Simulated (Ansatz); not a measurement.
# Cd (Cadmium): the cost of one run

All numbers are computed with the Python package of Ansatz 0.2.0. Level of theory: DFT PBE, plane waves, PAW.

**1. The structure**

The structure is hexagonal, space group P6_3/mmc (No. 194). Conventional cell: a = 2.979 Å, b = 2.979 Å, c = 5.618 Å, α = 90.00°, β = 90.00°, γ = 120.00°. Cd (site symmetry -6m2) has 12 Cd at 2.98 to 3.29 Å as nearest neighbours.

The script holds or builds the structure itself.

**2. The script**

Input file alloy_cd.py:

```python
import ansatz
import numpy as np

SMEARING = "cold"
WIDTH_EV = 0.1
SCF_TOL = 1e-07
XC = "pbe"
KGRID = (4, 4, 2)

structure = (
    ansatz.Lattice.of((2.97887, 0.0, 0.0), (-1.489435, 2.579777, 0.0), (0.0, 0.0, 5.61765))
    .atom("Cd", (1 / 3, 2 / 3, 0.25))
    .atom("Cd", (2 / 3, 1 / 3, 0.75))
)

sites = structure.supercell(2, 2, 2).resolved().site_disorder().occupy("Cd", Cd=9, Zn=7)
rows = []
for seed in [15, 9]:
    drawn = sites.random(seed=seed)
    base = (
        drawn.crystal.calculation()
        .occupations(SMEARING, width=WIDTH_EV)
        .pseudopotentials("paw")
        .scf(tolerance=SCF_TOL)
        .functional(XC)
        .kpoints(*KGRID)
        .forces()
        .stress()
    )
    r = base.run(threads=1).report
    guests = [i for i, symbol in enumerate(drawn.occupants) if symbol == "Zn"]
    rows.append((seed, " ".join(map(str, guests)), r["free_energy_ev"], np.trace(r["stress_gpa"]) / 3, float(np.abs(r["forces_ev_ang"]).max()), r["n_symmetry_ops"]))
lowest = min(row[2] for row in rows)
rows = [(row[0], row[1], 1000 * (row[2] - lowest), *row[3:]) for row in rows]
print("          seed     guest sites  above lowest meV           P GPa  max force eV/A  symmetry operations")
for row in rows:
    print(f"{str(row[0]):>14s}  {row[1]:14s}  {row[2]:16.2f}  {row[3]:14.3f}  {row[4]:14.4f}  {row[5]:19d}")
```

**3. Launch**

Run with:

```bash
$ python alloy_cd.py
```

Q: Estimate wall time and peak memory on 1 thread of Arm Neoverse V2, shared host.

About 98 s, with a peak of 0.95 GiB.
